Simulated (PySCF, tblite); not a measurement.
# C₅H₈O₂S: a rotation path, then NMR shifts on frames, part 2 of 2

tblite 0.8.0 and PySCF 2.14.0. Atoms count from 0. The steps go on from the part before.

## (5) NMR shieldings: image 4, PBE0/pcSseg-1

The job: settings as JSON, then the geometry in Å.

```
{"job": {"kind": "nmr", "xc": "PBE0", "basis": "pcSseg-1", "pop": false}, "charge": 0, "multiplicity": 1}
C      2.396200     0.569200    -0.245600
S      1.349100    -0.598900     0.671300
O      1.503600    -0.338300     2.077600
O      1.607500    -1.931500     0.198900
C     -0.310500    -0.150400     0.190400
C     -0.951700     0.999500    -0.010700
C     -2.254900     0.328000    -0.349500
C     -1.508000    -1.010600    -0.103700
H      2.235900     0.413900    -1.304300
H      3.425600     0.360400     0.018800
H      2.120900     1.570400     0.057700
H     -0.678300     2.036900     0.044500
H     -3.073800     0.531500     0.337400
H     -2.595200     0.480500    -1.371700
H     -1.408600    -1.663800    -0.967600
H     -1.865500    -1.588000     0.745200
```

Level: GIAO PBE0/pcSseg-1 NMR shielding, non-relativistic, gas phase.

The log of the run:

```text
coarse grid: 14192 points
cycle   1  E = -742.9555367761  dE =  1.919e+00  |g| = 1.150e+00  |ddm| = 3.925e+00
cycle   2  E = -742.3057693142  dE =  6.498e-01  |g| = 2.198e+00  |ddm| = 3.015e+00
cycle   3  E = -743.1908269871  dE = -8.851e-01  |g| = 1.985e-01  |ddm| = 2.220e+00
cycle   4  E = -743.1991626097  dE = -8.336e-03  |g| = 8.446e-02  |ddm| = 2.689e-01
cycle   5  E = -743.2007094006  dE = -1.547e-03  |g| = 2.745e-02  |ddm| = 8.207e-02
cycle   6  E = -743.2008756091  dE = -1.662e-04  |g| = 7.914e-03  |ddm| = 2.952e-02
cycle   7  E = -743.2008896602  dE = -1.405e-05  |g| = 1.985e-03  |ddm| = 8.793e-03
cycle   8  E = -743.2008904289  dE = -7.687e-07  |g| = 6.433e-04  |ddm| = 2.232e-03
final grid: 133184 points
cycle   9  E = -743.2728114975  dE = -2.630e-05  |g| = 1.226e-02  |ddm| = 3.533e-02
cycle  10  E = -743.2727676145  dE =  4.388e-05  |g| = 1.899e-02  |ddm| = 2.750e-02
cycle  11  E = -743.2728433623  dE = -7.575e-05  |g| = 2.402e-03  |ddm| = 1.807e-02
cycle  12  E = -743.2728444031  dE = -1.041e-06  |g| = 2.669e-04  |ddm| = 1.927e-03
cycle  13  E = -743.2728444121  dE = -8.996e-09  |g| = 1.903e-04  |ddm| = 4.141e-04
cycle  14  E = -743.2728444200  dE = -7.875e-09  |g| = 3.812e-05  |ddm| = 1.840e-04
cycle  15  E = -743.2728444202  dE = -2.742e-10  |g| = 1.311e-05  |ddm| = 4.082e-05
converged SCF energy = -743.2728444202

GIAO shielding tensors (ppm)
atom      isotropic    diamagn.    paramagn.     s11        s22        s33       span
  0 C      139.086     256.669    -117.583    110.440    119.869    186.950     76.510
  1 S      219.015    1050.359    -831.345     56.884    205.890    394.270    337.386
  2 O      104.216     397.488    -293.272     49.873     72.045    190.731    140.858
  3 O      130.678     398.898    -268.220     69.552    120.044    202.436    132.884
  4 C       27.532     268.336    -240.804    -70.711     44.848    108.460    179.171
  5 C       41.629     253.700    -212.071    -56.433     33.792    147.529    203.961
  6 C      159.219     256.992     -97.773    142.789    161.220    173.648     30.858
  7 C      153.009     248.515     -95.506    145.950    149.515    163.562     17.612
  8 H       29.322      31.757      -2.436     26.514     27.694     33.756      7.242
  9 H       28.860      27.297       1.562     26.540     26.640     33.399      6.860
 10 H       28.924      32.047      -3.123     26.066     27.777     32.930      6.864
 11 H       25.366      34.374      -9.008     24.252     24.530     27.315      3.063
 12 H       29.179      29.994      -0.815     25.631     26.916     34.991      9.360
 13 H       29.256      30.473      -1.217     25.755     27.118     34.896      9.141
 14 H       28.704      30.525      -1.822     25.312     27.364     33.435      8.123
 15 H       28.596      30.009      -1.413     25.337     27.105     33.347      8.011
```

Wall time 22 s (1 thread of AMD EPYC 7B13, shared host); peak memory 0.84 GiB.

In short: δ C4 159.4, C5 145.3, C0 47.8, C7 33.9, H11 6.35, H15 3.12 ppm.

## (6) Nuclear shieldings: image 6, PBE0/pcSseg-1

The job: settings as JSON, then the geometry in Å.

```
{"job": {"kind": "nmr", "xc": "PBE0", "basis": "pcSseg-1", "pop": false}, "charge": 0, "multiplicity": 1}
C      2.381400     0.696300    -0.066000
S      1.370100    -0.703600     0.495100
O      1.470200    -0.798300     1.927000
O      1.702900    -1.868100    -0.280100
C     -0.294200    -0.209800     0.083200
C     -0.866900     0.923700    -0.316600
C     -2.246100     0.324100    -0.373800
C     -1.577400    -0.993700     0.101500
H      2.252000     0.805000    -1.134700
H      3.413200     0.468500     0.171400
H      2.053000     1.576400     0.470600
H     -0.514800     1.916600    -0.528600
H     -2.967900     0.751100     0.319800
H     -2.683100     0.280200    -1.369100
H     -1.620000    -1.824400    -0.599500
H     -1.880100    -1.335100     1.088300
```

Method: GIAO PBE0/pcSseg-1 NMR shielding, non-relativistic, gas phase.

The log of the run:

```text
coarse grid: 14192 points
cycle   1  E = -742.9564083095  dE =  1.920e+00  |g| = 1.150e+00  |ddm| = 3.927e+00
cycle   2  E = -742.2963464253  dE =  6.601e-01  |g| = 2.206e+00  |ddm| = 2.955e+00
cycle   3  E = -743.1918325518  dE = -8.955e-01  |g| = 1.987e-01  |ddm| = 2.177e+00
cycle   4  E = -743.2003933466  dE = -8.561e-03  |g| = 8.032e-02  |ddm| = 2.760e-01
cycle   5  E = -743.2018897904  dE = -1.496e-03  |g| = 1.738e-02  |ddm| = 7.570e-02
cycle   6  E = -743.2019481048  dE = -5.831e-05  |g| = 7.406e-03  |ddm| = 2.066e-02
cycle   7  E = -743.2019605205  dE = -1.242e-05  |g| = 2.037e-03  |ddm| = 7.912e-03
cycle   8  E = -743.2019614857  dE = -9.652e-07  |g| = 4.378e-04  |ddm| = 2.316e-03
final grid: 133184 points
cycle   9  E = -743.2736158483  dE = -2.759e-05  |g| = 1.181e-02  |ddm| = 3.858e-02
cycle  10  E = -743.2735759657  dE =  3.988e-05  |g| = 1.814e-02  |ddm| = 2.597e-02
cycle  11  E = -743.2736453450  dE = -6.938e-05  |g| = 2.363e-03  |ddm| = 1.709e-02
cycle  12  E = -743.2736463575  dE = -1.012e-06  |g| = 2.313e-04  |ddm| = 1.906e-03
cycle  13  E = -743.2736463664  dE = -8.981e-09  |g| = 1.309e-04  |ddm| = 3.511e-04
cycle  14  E = -743.2736463702  dE = -3.715e-09  |g| = 4.302e-05  |ddm| = 1.399e-04
cycle  15  E = -743.2736463706  dE = -3.997e-10  |g| = 1.197e-05  |ddm| = 4.185e-05
converged SCF energy = -743.2736463706

GIAO shielding tensors (ppm)
atom      isotropic    diamagn.    paramagn.     s11        s22        s33       span
  0 C      142.037     257.275    -115.238    111.935    125.586    188.590     76.655
  1 S      217.277    1050.581    -833.304     58.752    203.284    389.793    331.041
  2 O      114.699     397.869    -283.171     58.900     85.439    199.757    140.857
  3 O      124.183     398.287    -274.105     65.072    105.444    202.031    136.959
  4 C       27.445     268.918    -241.473    -71.340     41.920    111.755    183.095
  5 C       47.114     253.805    -206.691    -45.163     39.688    146.817    191.980
  6 C      158.914     256.805     -97.891    143.290    162.441    171.011     27.721
  7 C      155.050     248.706     -93.655    149.560    151.642    163.950     14.390
  8 H       29.188      31.988      -2.800     26.368     27.532     33.662      7.295
  9 H       28.789      27.156       1.633     26.451     26.596     33.319      6.867
 10 H       28.966      32.200      -3.234     26.106     27.627     33.166      7.060
 11 H       25.571      34.767      -9.196     24.264     25.019     27.429      3.166
 12 H       29.162      30.178      -1.016     25.662     26.921     34.901      9.239
 13 H       29.190      30.349      -1.158     25.715     26.995     34.861      9.146
 14 H       28.631      30.137      -1.506     25.172     27.159     33.561      8.389
 15 H       28.625      30.017      -1.393     25.316     27.061     33.496      8.180
```

Wall time 22 s (1 thread of AMD EPYC 7B13, shared host); peak memory 0.85 GiB.

Key values: δ C4 159.5, C5 139.8, C0 44.9, C7 31.9, H11 6.15, H15 3.09 ppm.

## (7) NMR shieldings: image 8, PBE0/pcSseg-1

The job: settings as JSON, then the geometry in Å.

```
{"job": {"kind": "nmr", "xc": "PBE0", "basis": "pcSseg-1", "pop": false}, "charge": 0, "multiplicity": 1}
C      2.354300     0.764100     0.154400
S      1.392500    -0.770200     0.289000
O      1.454800    -1.243800     1.645100
O      1.806000    -1.667200    -0.756700
C     -0.281700    -0.249800    -0.038900
C     -0.841600     0.797500    -0.641100
C     -2.245200     0.314100    -0.396000
C     -1.590100    -0.904900     0.306800
H      2.262400     1.131200    -0.859000
H      3.385900     0.522200     0.378200
H      1.964400     1.470600     0.875200
H     -0.466900     1.678400    -1.128600
H     -2.844200     0.949600     0.252900
H     -2.811200     0.073900    -1.293200
H     -1.760600    -1.865900    -0.172400
H     -1.786300    -0.990700     1.372900
```

Method: GIAO PBE0/pcSseg-1 NMR shielding, non-relativistic, gas phase.

The log of the run:

```text
coarse grid: 14192 points
cycle   1  E = -742.9558211827  dE =  1.922e+00  |g| = 1.150e+00  |ddm| = 3.927e+00
cycle   2  E = -742.2984520521  dE =  6.574e-01  |g| = 2.204e+00  |ddm| = 2.967e+00
cycle   3  E = -743.1912759780  dE = -8.928e-01  |g| = 1.984e-01  |ddm| = 2.185e+00
cycle   4  E = -743.1997747323  dE = -8.499e-03  |g| = 8.083e-02  |ddm| = 2.739e-01
cycle   5  E = -743.2012683570  dE = -1.494e-03  |g| = 1.965e-02  |ddm| = 7.637e-02
cycle   6  E = -743.2013447560  dE = -7.640e-05  |g| = 7.987e-03  |ddm| = 2.284e-02
cycle   7  E = -743.2013592216  dE = -1.447e-05  |g| = 2.004e-03  |ddm| = 8.486e-03
cycle   8  E = -743.2013601097  dE = -8.881e-07  |g| = 4.833e-04  |ddm| = 2.264e-03
final grid: 133184 points
cycle   9  E = -743.2733650941  dE = -2.591e-05  |g| = 1.197e-02  |ddm| = 3.588e-02
cycle  10  E = -743.2733239132  dE =  4.118e-05  |g| = 1.845e-02  |ddm| = 2.621e-02
cycle  11  E = -743.2733954370  dE = -7.152e-05  |g| = 2.401e-03  |ddm| = 1.732e-02
cycle  12  E = -743.2733964810  dE = -1.044e-06  |g| = 2.403e-04  |ddm| = 1.925e-03
cycle  13  E = -743.2733964894  dE = -8.434e-09  |g| = 1.564e-04  |ddm| = 3.731e-04
cycle  14  E = -743.2733964947  dE = -5.234e-09  |g| = 4.255e-05  |ddm| = 1.590e-04
cycle  15  E = -743.2733964950  dE = -3.624e-10  |g| = 1.291e-05  |ddm| = 4.354e-05
converged SCF energy = -743.2733964950

GIAO shielding tensors (ppm)
atom      isotropic    diamagn.    paramagn.     s11        s22        s33       span
  0 C      141.235     257.146    -115.911    111.497    123.831    188.376     76.879
  1 S      217.912    1050.517    -832.605     58.436    204.501    390.798    332.362
  2 O      126.835     398.606    -271.772     67.705    112.266    200.532    132.827
  3 O      110.669     397.580    -286.911     54.968     78.545    198.495    143.528
  4 C       27.465     268.795    -241.330    -71.306     42.581    111.122    182.428
  5 C       45.845     253.786    -207.941    -48.066     38.410    147.190    195.256
  6 C      159.021     256.891     -97.870    143.350    162.086    171.628     28.279
  7 C      154.506     248.674     -94.169    148.633    151.054    163.830     15.196
  8 H       28.911      32.020      -3.109     26.059     27.557     33.118      7.058
  9 H       28.802      27.199       1.603     26.509     26.569     33.329      6.820
 10 H       29.258      32.073      -2.814     26.455     27.652     33.668      7.213
 11 H       25.527      34.686      -9.159     24.277     24.880     27.423      3.146
 12 H       29.218      30.385      -1.167     25.723     27.025     34.906      9.183
 13 H       29.161      30.147      -0.986     25.665     26.924     34.894      9.229
 14 H       28.635      29.962      -1.327     25.327     27.051     33.528      8.201
 15 H       28.637      30.308      -1.671     25.208     27.251     33.451      8.243
```

Wall time 22 s (1 thread of AMD EPYC 7B13, shared host); peak memory 0.85 GiB.

Key values: δ C4 159.5, C5 141.1, C0 45.7, C7 32.4, H11 6.19, H14 3.08 ppm.

## (8) Run by run: NMR shifts

Shifts (ppm) of some atoms, chosen among heavy atoms and hydrogens apart, with basis size and wall time:

```
  frame     C4     C5    C0   H11   H10     O3     O2  functions  time
image 0  156.1  153.7  48.7  6.74  2.35  209.5  204.3        183  23 s
image 2  158.5  151.7  50.4  6.61  2.55  204.5  223.2        183  21 s
image 4  159.4  145.3  47.8  6.35  2.79  205.4  231.9        183  22 s
image 6  159.5  139.8  44.9  6.15  2.75  211.9  221.4        183  22 s
image 8  159.5  141.1  45.7  6.19  2.46  225.4  209.2        183  22 s
```

## (9) Outcome

The summary covers parts 1 to 2.

| quantity | value |
| --- | --- |
| barrier | 0.020 eV (0.5 kcal/mol) at image 4 |
| end to end (GFN2-xTB) | 0.015 eV |
| 13C shifts against TMS (PBE0/pcSseg-1, image 0) | 156.1, 153.7, 48.7, 33.6, 27.0 ppm |
| 1H shifts against TMS (PBE0/pcSseg-1, image 0) | 6.74, 3.12, 2.84, 2.69, 2.58, 2.51, 2.44, 2.35 ppm |
| 33S shifts against CS2 (PBE0/pcSseg-1, image 0) | 283 ppm |
| 17O shifts against H2O (PBE0/pcSseg-1, image 0) | 209.5, 204.3 ppm |
| range of the shift of O2 | 204.3 to 231.9 ppm |

**Reading.** Along the band the dihedral turns by 118°, and the top (dihedral 141°) lies 0.5 kcal/mol above the start (GFN2-xTB, rough), so at room temperature this motion is fast. Ends this close can change order at a higher level. The top was not checked by a frequency run. Shifts at one fixed geometry are not the observed spectrum, which averages over the motion. In the first frame run (image 0): Shielding is most anisotropic at S1 (span 339 ppm, paramagnetic term -830 ppm). Across the 5 runs the shift of O2 moves most, between 204.3 (image 0) and 231.9 ppm (image 4).
